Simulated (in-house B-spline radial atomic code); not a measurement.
# Sn: ionisation energy by several methods

The task here is to estimate one member of a computed series from the others.

The numbers are computed with in-house B-spline radial atomic code version 1 (Dirac-Coulomb, several functionals, exact exchange averaged over the configuration; spherical all-electron atom at the radial basis limit), except any that are marked as measured or tabulated.

## What is computed

| Quantity | Value |
| --- | --- |
| element | tin (Z = 50) |
| charge | 0 |
| electrons | 50 |
| configuration | [Kr] 4d10 5s2 5p2 |
| nucleus | Fermi, rms radius 4.652 fm |

The outer shells:

[Kr] 4d10 5s2 5p2
```
[Kr] core
4d [↑↓][↑↓][↑↓][↑↓][↑↓]
5s [↑↓]
5p [↑ ][↑ ][  ]
```

The boxes only draw the filling; these runs are spin-restricted and spherical.

The first run:

Settings, as recorded:

```ini
Z = 50
electrons = 50.0
configuration = [Kr] 4d10 5s2 5p2
hamiltonian = dirac
method = wb97x
spin_polarised = False
nucleus = fermi
rms_radius = 4.6519
mass_number = 120
atomic_mass = 119.902202557
speed_of_light = 137.035999084
exact_exchange = averaged over the configuration
```

Run with:

```bash
> python run_scf.py task.json out
```

The settings of every run stand in task.json; they run in order.

Among the steps run: ωB97X; B3LYP; CAM-B3LYP; LC-ωPBE.

One of the session's tables, all rows but one given; the rest of the session is left out.

```
   method  ΔSCF (eV)  with Breit, QED, recoil (eV)
    B3LYP      7.000                         6.998
    ωB97X      7.029                         7.027
CAM-B3LYP      7.041                         7.039
  LC-ωPBE          ?                             ?
```

Estimate the missing values for LC-ωPBE.

As computed: ΔSCF (eV): 7.033; with Breit, QED, recoil (eV): 7.031. In the column «ΔSCF (eV)» it lies between ωB97X (7.029) and CAM-B3LYP (7.041).
